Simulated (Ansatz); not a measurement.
**SiH3O4 (SMILES [O][Si](O)(O)O) at UCCSD(T)/6-31G(d) (spherical functions)**

Aim: the vertical doublet–quartet gap of SiH3O4 at UCCSD(T)/6-31G* (spherical functions), from 2 runs. 

The results are computed with Ansatz 0.2.0.

60 further runs of the same task are left out: 4 that didn't finish, 56 set aside as unsound or not needed. Runs told in other sessions of the task aren't counted.

**1. Starting point**

The species is SiH3O4 (8 atoms), meant as a doublet with charge 0. As SMILES, `[O][Si](O)(O)O`. Geometry: relaxed at PBE0-D4/def2-TZVP. This is one conformer, not always the lowest.

Bond lengths: O1–Si2 1.656 Å, Si2–O3 1.631 Å, Si2–O4 1.622 Å, Si2–O5 1.624 Å, O3–H6 0.959 Å, O4–H7 0.959 Å, O5–H8 0.958 Å. Angles: O1–Si2–O3 102.2°, O1–Si2–O4 107.0°, O1–Si2–O5 116.5°, O3–Si2–O4 116.6°, O3–Si2–O5 108.2°, O4–Si2–O5 106.6°, Si2–O3–H6 117.6°, Si2–O4–H7 116.9°, Si2–O5–H8 118.2°.

**2. The energy at UCCSD(T)/6-31G(d) (spherical functions)**

in.yaml reads:

```yaml
crystal:
  periodic: [false, false, false]
  atoms:
    - {symbol: O, position_ang: [-1.417600, 0.247800, 1.193000]}
    - {symbol: Si, position_ang: [-0.195800, 0.058700, 0.091000]}
    - {symbol: O, position_ang: [1.117100, -0.067300, 1.049800]}
    - {symbol: O, position_ang: [-0.249900, 1.339100, -0.902700]}
    - {symbol: O, position_ang: [-0.266300, -1.263500, -0.849700]}
    - {symbol: H, position_ang: [1.271400, 0.633000, 1.686700]}
    - {symbol: H, position_ang: [-0.094000, 1.173100, -1.833800]}
    - {symbol: H, position_ang: [-0.165000, -2.120800, -0.434300]}
basis:
  gaussian:
    orbitals: 6-31G_st_-spherical.json
magnetization:
  spin_polarized: true
  initial_magnetization: 1
correlation:
  method: ccsd_t
  frozen_orbitals: {H: 0, O: 1, Si: 5}
accuracy: high
scf:
  omitted_lower_state_checks: [cluster_reference, increment]
```

The basis set 6-31G* is read from a file made from the Basis Set Exchange's data (not shown).

Launch:

```bash
$ ansatz run in.yaml --threads 1 --pin off --max-ram 3480MiB --events-out events.jsonl --progress --plain --runs-dir runs
```

Output, shortened:

```text
Warning: RAYON_NUM_THREADS=1 ignored (pool sized by the plan → 1); use --threads N
Functional definition: HF
  name "HF"
[...]
1762 factors; integrals over basis functions are off by at most 3.3e-9 eV
[...]
mean field -16061.45175151 eV, -590.2474650251 hartree, gradient 2.4e-8 eV, S^2 0.755307; 3 other end points of the search recorded, 0 dependent functions left out
9 core orbitals not correlated: weight in the atoms' cores, before any rotation towards them, 1.000 or more for the frozen orbitals, at most 0.000 for the correlated occupied ones
reference -16061.45175151 eV, -590.2474650251 hartree; 16, 15 occupied and 55, 56 virtual orbitals, 1762 factors
second order -20.18269271 eV of doubles, -0.00000000 eV of singles
cycle   1  -20.43773086 eV  change   -2.6e-1 eV  update   9.5e-2
[...]
cycle  36  -20.97435319 eV  change    3.1e-9 eV  update   1.2e-9
perturbative correction -0.35756793 eV, -0.0131403789 hartree
Total energy: -16082.78367263 eV, -591.0313986669 hartree
Checks for a lower state left out: cluster_reference, increment
```

It took 1.8 min on 1 thread of Arm Neoverse V2, shared host; peak memory 0.79 GiB.

**3. The quartet at the same level**

job.yaml reads:

```yaml
crystal:
  periodic: [false, false, false]
  atoms:
    - {symbol: O, position_ang: [-1.417600, 0.247800, 1.193000]}
    - {symbol: Si, position_ang: [-0.195800, 0.058700, 0.091000]}
    - {symbol: O, position_ang: [1.117100, -0.067300, 1.049800]}
    - {symbol: O, position_ang: [-0.249900, 1.339100, -0.902700]}
    - {symbol: O, position_ang: [-0.266300, -1.263500, -0.849700]}
    - {symbol: H, position_ang: [1.271400, 0.633000, 1.686700]}
    - {symbol: H, position_ang: [-0.094000, 1.173100, -1.833800]}
    - {symbol: H, position_ang: [-0.165000, -2.120800, -0.434300]}
basis:
  gaussian: {orbitals: 6-31G_st_-spherical.json}
magnetization: {spin_polarized: true, initial_magnetization: 3}
correlation: {method: ccsd_t, frozen_orbitals: {H: 0, O: 1, Si: 5}}
accuracy: high
scf: {omitted_lower_state_checks: [cluster_reference, increment]}
```

The basis set 6-31G* is read from a file made from the Basis Set Exchange's data (not shown).

Launch:

```bash
$ ansatz run job.yaml --threads 1 --pin off --max-ram 3480MiB --events-out events.jsonl --progress --plain --runs-dir runs
```

Output, shortened:

```text
Warning: RAYON_NUM_THREADS=1 ignored (pool sized by the plan → 1); use --threads N
[... 2 set-up lines as earlier in the session ...]
[...]
1762 factors; integrals over basis functions are off by at most 3.3e-9 eV
[...]
mean field -16053.19052826 eV, -589.9438706702 hartree, gradient 2.6e-8 eV, S^2 3.762981; 16 other end points of the search recorded, 0 dependent functions left out
9 core orbitals not correlated: weight in the atoms' cores, before any rotation towards them, 1.000 or more for the frozen orbitals, at most 0.000 for the correlated occupied ones
reference -16053.19052826 eV, -589.9438706702 hartree; 17, 14 occupied and 54, 57 virtual orbitals, 1762 factors
second order -19.16069550 eV of doubles, -0.00000000 eV of singles
cycle   1  -19.59700893 eV  change   -4.4e-1 eV  update   1.1e-1
[...]
cycle  57  -20.30883146 eV  change    2.2e-9 eV  update   1.2e-9
perturbative correction -0.44359879 eV, -0.0163019548 hartree
Total energy: -16073.94295851 eV, -590.7065084152 hartree
Checks for a lower state left out: cluster_reference, increment
```

Run time: 2.9 min. Hardware: 1 thread of Arm Neoverse V2, shared host; peak memory 0.79 GiB.

**4. Outcome**

At UCCSD(T)/6-31G* (spherical functions), 9 core orbitals frozen:

```
                                            quantity          value
                               doublet: total energy  -591.03140 Eh
doublet: correlation energy (9 core orbitals frozen)     -783.9 mEh
                             doublet: (T) correction     -13.14 mEh
          doublet: ⟨S²⟩ of the reference determinant          0.755
                              doublet: T1 diagnostic          0.015
                               quartet: total energy  -590.70651 Eh
quartet: correlation energy (9 core orbitals frozen)     -762.6 mEh
                             quartet: (T) correction     -16.30 mEh
          quartet: ⟨S²⟩ of the reference determinant          3.763
                              quartet: T1 diagnostic          0.047
    vertical energy of the quartet above the doublet       8.841 eV
```

At this shape the quartet lies 8.84 eV (204 kcal/mol) above the doublet. The triples (doublet) make up 1.7 % of the correlation energy. The T1 diagnostic (quartet) of 0.047 is above the customary mark for such species, so a single reference may not serve. The triples (quartet) make up 2.1 % of the correlation energy.
